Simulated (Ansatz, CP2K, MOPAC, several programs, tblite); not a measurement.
Energy against volume for Al4As3N as one 8-atom ordering (I-42m) on the zincblende lattice, at fixed shape and fractional coordinates, computed by several methods (PBE and r2SCAN, where shown, with plane waves in Ansatz); the cell shown is that of r2SCAN. With free coordinates or axes held, a curve is too stiff, and on another method's shape its minimum isn't the method's own volume. It is tetragonal, I-42m (No. 121); conventional cell a = 5.357 Å, c = 10.516 Å, 18.86 Å³ an atom. N is surrounded by 4 Al at 1.96 Å; Al is surrounded by 1 N at 1.96 Å and 3 As at 2.42–2.49 Å; As is surrounded by 4 Al at 2.42 Å; As is surrounded by 4 Al at 2.49 Å. Note: simulated data, non-magnetic, for a generated structure that need not be the stable one. Energies count from each curve's lowest point; fits are third-order Birch-Murnaghan.

Space group I-42m (No. 121). a = 5.357 Å, b = 5.357 Å, c = 10.516 Å, α = 90.00°, β = 90.00°, γ = 90.00°
```csv
atom,site,symmetry,x,y,z
N,2a,-42m,0.0000,0.0000,0.0000
Al,8i,..m,0.2915,0.2915,0.3901
As,4d,-4..,0.5000,0.0000,0.2500
As,2b,-42m,0.5000,0.5000,0.0000
```

PBE, on the shape of its own relaxed cell:
```csv
V (Å³/atom),E (meV/atom)
18.159,21.08
18.739,5.01
19.319,0.00
19.898,4.44
20.478,16.95
```
V₀ = 19.32 Å³ an atom and B₀ = 87 GPa.

Problem. PBE/SZV (CP2K), on the shape of the cell shown, gives
```tsv
V (Å³/atom)	E (meV/atom)
16.599	253.07
17.731	110.22
18.863	31.25
19.994	0.00
21.126	4.49
```
What equilibrium volume and bulk modulus follow?

Solution. V₀ = 20.39 Å³ an atom and B₀ = 82 GPa.

light PBE (260 eV, its own mesh), on the shape of the cell shown:
```
V (Å³/atom)  E (meV/atom)
     17.354         70.77
     18.108         24.68
     18.863          6.50
     19.617          0.00
     20.372         16.11
     21.126         38.75
```
The points scatter about a smooth fit, as a low cutoff and a light mesh can make them, so no fit is quoted.

PM7 (MOPAC), on the shape of the cell shown, as a cluster of 64 atoms at the zone centre:
```
V (Å³/atom)  E (meV/atom)
     16.599        254.94
     17.731         63.32
     18.863          0.00
     19.994         28.51
     21.126        121.81
```
V₀ = 19.02 Å³ an atom and B₀ = 205 GPa.

Problem. GFN2-xTB (tblite), on the shape of the cell shown, as a cluster of 64 atoms at the zone centre, gives
```csv
V (Å³/atom),E (meV/atom)
16.599,138.38
17.731,45.61
18.863,4.97
19.994,0.00
21.126,20.39
```
What equilibrium volume and bulk modulus follow?

Solution. V₀ = 19.60 Å³ an atom and B₀ = 69 GPa.
